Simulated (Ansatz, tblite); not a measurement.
# The cluster V₅H₁₇O₂₁: spin-state energies by level

Aim: set other spin states of the cluster V₅H₁₇O₂₁ against its singlet, on many levels of theory.

Method: as each input shows; program: Ansatz 0.2.0, Gaussian basis.

Levels to be run: triplet, at the geometry of the singlet (GFN1-xTB, GFN2-xTB, PBE0-D4/def2-SVP, PBE-D4/def2-SVP); the singlet's energies come from earlier runs.

## (1) The relaxed structure

The geometry is that of the singlet, from an earlier relaxation (PBE-D4/def2-SVP).

43 atoms, charge 0, spin multiplicity 1.

Bond lengths: V1–O7 1.781 Å, V1–O10 1.756 Å, V1–O16 1.741 Å, V1–O18 1.603 Å, V2–O12 1.721 Å, V2–O15 1.654 Å, V2–O22 1.740 Å, V2–O23 1.745 Å, V3–O17 1.740 Å, V3–O24 1.762 Å, V3–O25 1.596 Å, V3–O26 1.796 Å, V4–O11 1.738 Å, V4–O20 1.730 Å, V4–O21 1.612 Å, V4–O23 1.805 Å, V5–O6 1.817 Å, V5–O8 1.814 Å and more. Angles: O7–V1–O10 108.7°, O7–V1–O16 109.3°, O7–V1–O18 112.2°, O10–V1–O16 111.1°, O10–V1–O18 109.5°, O16–V1–O18 106.0°, O12–V2–O15 108.1°, O12–V2–O22 106.7°, O12–V2–O23 112.0°, O15–V2–O22 107.5°, O15–V2–O23 113.4°, O22–V2–O23 109.0°, O17–V3–O24 110.2°, O17–V3–O25 109.7°, O17–V3–O26 106.8°, O24–V3–O25 112.2°, O24–V3–O26 113.0°, O25–V3–O26 104.6° and more.

No spin-orbit coupling is included.

## (2) Triplet at the fixed geometry, GFN1-xTB

Tight binding, by tblite at 300 K electronic temperature and without a spin-polarisation term:

```python
tblite.interface.Calculator('GFN1-xTB', numbers, positions, charge=0, uhf=2).singlepoint()
```

Energy -3117.0016 eV; 0.43 s.

## (3) Triplet at the fixed geometry, GFN2-xTB

Tight binding, by tblite at 300 K electronic temperature and without a spin-polarisation term:

```python
tblite.interface.Calculator('GFN2-xTB', numbers, positions, charge=0, uhf=2).singlepoint()
```

Energy -2826.4960 eV; 0.31 s.

## (4) Triplet at the fixed geometry, PBE0-D4/def2-SVP

The input, in.yaml:

```yaml
crystal:
  periodic: [false, false, false]
  atoms:
    - {symbol: V, position_ang: [1.735612, 2.821527, -0.598354]}
    - {symbol: V, position_ang: [0.843768, -1.993878, 0.406002]}
    - {symbol: V, position_ang: [4.291716, -0.299156, 1.094315]}
    - {symbol: V, position_ang: [-2.530042, -2.404003, -0.003852]}
    - {symbol: V, position_ang: [-2.089904, 1.563440, 0.532155]}
    - {symbol: O, position_ang: [-3.595469, 1.022491, 1.394164]}
    - {symbol: O, position_ang: [1.126997, 4.201790, -1.545657]}
    - {symbol: O, position_ang: [-1.505073, 3.270658, 0.718813]}
    - {symbol: O, position_ang: [-3.073697, 2.005868, -0.942091]}
    - {symbol: O, position_ang: [1.205011, 3.002874, 1.065419]}
    - {symbol: O, position_ang: [-3.081157, -1.633372, 1.452743]}
    - {symbol: O, position_ang: [1.694835, -1.475713, -0.997082]}
    - {symbol: O, position_ang: [-0.988283, 0.962241, 1.670862]}
    - {symbol: O, position_ang: [-1.192927, 0.379034, -0.631185]}
    - {symbol: O, position_ang: [0.805104, -0.733994, 1.476452]}
    - {symbol: O, position_ang: [1.136308, 1.339618, -1.288143]}
    - {symbol: O, position_ang: [3.141191, 0.521768, 2.109719]}
    - {symbol: O, position_ang: [3.334683, 2.715184, -0.642856]}
    - {symbol: O, position_ang: [-4.232927, -3.758641, -2.582453]}
    - {symbol: O, position_ang: [-3.275765, -3.956815, -0.158405]}
    - {symbol: O, position_ang: [-2.973898, -1.576252, -1.314317]}
    - {symbol: O, position_ang: [1.793350, -3.262007, 1.126145]}
    - {symbol: O, position_ang: [-0.737675, -2.619544, 0.016076]}
    - {symbol: O, position_ang: [5.929484, 0.212574, 1.494101]}
    - {symbol: O, position_ang: [4.102294, -1.878173, 1.232230]}
    - {symbol: O, position_ang: [3.836694, 0.066075, -0.604182]}
    - {symbol: H, position_ang: [-4.374424, 1.223655, 0.832566]}
    - {symbol: H, position_ang: [1.768383, 4.823971, -1.938512]}
    - {symbol: H, position_ang: [-1.865931, 3.861258, 0.026466]}
    - {symbol: H, position_ang: [-2.883017, 1.877173, -1.888201]}
    - {symbol: H, position_ang: [0.229427, 3.205172, 1.139990]}
    - {symbol: H, position_ang: [-3.355068, -0.672003, 1.538625]}
    - {symbol: H, position_ang: [2.436167, -0.777735, -1.002885]}
    - {symbol: H, position_ang: [-0.200423, 0.247685, 1.646652]}
    - {symbol: H, position_ang: [-1.780183, 0.038097, -1.342814]}
    - {symbol: H, position_ang: [0.232152, 0.928773, -1.088574]}
    - {symbol: H, position_ang: [2.220505, 0.133809, 2.138936]}
    - {symbol: H, position_ang: [-3.545318, -4.109324, -3.180998]}
    - {symbol: H, position_ang: [-3.734479, -4.084737, -1.064993]}
    - {symbol: H, position_ang: [-3.979012, -2.809837, -2.481924]}
    - {symbol: H, position_ang: [2.745208, -2.998065, 1.288776]}
    - {symbol: H, position_ang: [6.637738, -0.437503, 1.666952]}
    - {symbol: H, position_ang: [3.748035, 1.055995, -0.770700]}
basis:
  gaussian: {orbitals: def2-SVP, fitting: {mean_field: def2-universal-jkfit}}
magnetization: {spin_polarized: true, initial_magnetization: 2}
hamiltonian: {xc: pbe0, dispersion: d4}
scf: {omitted_lower_state_checks: [starts]}
output: {orbitals: {seedname: orbitals}}
```

The run is started by

```sh
$ ansatz run in.yaml --threads 2 --pin off --events-out ev --progress --plain --max-ram 22528MiB --backend cuda --devices 0, --max-vram 18GiB
```

The log of the run:

```text
Functional definition: PBE0
  name "PBE0"
  cite "Adamo & Barone, J. Chem. Phys. 110, 6158 (1999) doi:10.1063/1.478522"
  cite "Perdew, Burke & Ernzerhof, Phys. Rev. Lett. 77, 3865 (1996) doi:10.1103/PhysRevLett.77.3865"
  parent pbe
  parameter a = 0.25
  parameter kappa = 0.804
  parameter beta = 0.06672455060314922
  exchange = (1 - a)*pbe_x(kappa = kappa, mu = beta*pi^2/3) + a*exact_x
  correlation = pbe_c(beta = beta)
these checks for a lower state are left out or cut short: starts
3243 factors; integrals over basis functions are off by at most 1.7e-1 eV
mean field evaluation 1: about -171494.9177 eV, gradient 1.7e2 eV
mean field evaluation 2: about -168935.6016 eV, gradient 7.1e2 eV
mean field evaluation 4: about -170147.6638 eV, gradient 4.3e2 eV
mean field evaluation 8: about -171597.9911 eV, gradient 6.2e0 eV
mean field evaluation 16: about -171598.4255 eV, gradient 7.4e-4 eV
mean field -171598.42552498 eV, -6306.1258244526 hartree, gradient 6.1e-6 eV, S^2 2.019056; 0 other end points of the search recorded, 0 dependent functions left out
reference -171598.42566160 eV, -6306.1258294732 hartree; 151, 149 occupied and 383, 385 virtual orbitals, 3243 factors
Total energy: -171599.93936971 eV, -6306.1814572205 hartree
Checks for a lower state left out: starts
```

Wall time 25 s (1 × H100 (card shared with other runs) with 2 threads of AMD EPYC 7R13, shared host); peak host memory 1.3 GiB.

Report: HOMO -7.05 eV, LUMO -6.98 eV (over both spins); ⟨S²⟩ 2.019 (pure: 2.00).

## (5) Triplet at the fixed geometry, PBE-D4/def2-SVP

start.molden holds the orbitals of an earlier run on this state, given as this run's starting guess.

in.yaml, as its differences from that of step 4:

```diff
@@ -47,5 +47,5 @@
 basis:
-  gaussian: {orbitals: def2-SVP, fitting: {mean_field: def2-universal-jkfit}}
+  gaussian: {orbitals: def2-SVP, fitting: {mean_field: def2-universal-jkfit}, initial_orbitals: start.molden}
 magnetization: {spin_polarized: true, initial_magnetization: 2}
-hamiltonian: {xc: pbe0, dispersion: d4}
+hamiltonian: {xc: pbe, dispersion: d4}
 scf: {omitted_lower_state_checks: [starts]}
```

Same command.

The log of the run:

```text
Functional definition: PBE
  name "PBE"
  cite "Perdew, Burke & Ernzerhof, Phys. Rev. Lett. 77, 3865 (1996) doi:10.1103/PhysRevLett.77.3865"
  parent pbe
  parameter kappa = 0.804
  parameter beta = 0.06672455060314922
  exchange = pbe_x(kappa = kappa, mu = beta*pi^2/3)
  correlation = pbe_c(beta = beta)
these checks for a lower state are left out or cut short: starts
3243 factors; integrals over basis functions are off by at most 1.7e-1 eV
mean field evaluation 1: about -171604.8969 eV, gradient 1.4e1 eV
mean field evaluation 2: about -171605.9557 eV, gradient 8.6e-1 eV
mean field evaluation 4: about -171606.0063 eV, gradient 6.0e-1 eV
mean field evaluation 8: about -171606.0285 eV, gradient 1.4e0 eV
mean field evaluation 16: about -171606.0473 eV, gradient 2.7e-5 eV
mean field -171606.04725579 eV, -6306.4059178937 hartree, gradient 3.0e-6 eV, S^2 2.005706; 0 other end points of the search recorded, 0 dependent functions left out
reference -171606.04742849 eV, -6306.4059242401 hartree; 151, 149 occupied and 383, 385 virtual orbitals, 3243 factors
Total energy: -171607.75596433 eV, -6306.4687117745 hartree
Checks for a lower state left out: starts
```

It took 17 s on 1 × H100 (card shared with other runs) with 2 threads of AMD EPYC 7R13, shared host; peak host memory 1.3 GiB.

HOMO -3.94 eV, LUMO -7.18 eV (over both spins; with the spin held, an empty level of the minority spin lies below the top filled one); ⟨S²⟩ 2.006 (pure: 2.00).

## (6) Triplet less singlet, vertical

The singlet's energies are those of its earlier runs, whose logs aren't repeated here.

```csv
level,"triplet less singlet, vertical (eV)",time
GFN1-xTB,+2.905,0.81 s
GFN2-xTB,+2.606,0.52 s
PBE-D4/def2-SVP,+3.028,27 s
PBE0-D4/def2-SVP,+2.618,35 s
```

Times add the two runs; a level without a time comes out of a correlated run. Tight binding without a spin term can't rank spin states.

## (7) Summary of results

| quantity | value |
| --- | --- |
| triplet less singlet, vertical, functionals in def2-SVP | +2.618 (PBE0-D4) to +3.028 eV (PBE-D4) |

In words: All functionals put the triplet above the singlet, over a spread of 0.410 eV. The checks for a lower triplet were left out, so another state of that spin may lie lower. The singlet here is a closed shell; an open-shell singlet can lie lower. These are electronic energies, without zero-point motion, entropy or surroundings.
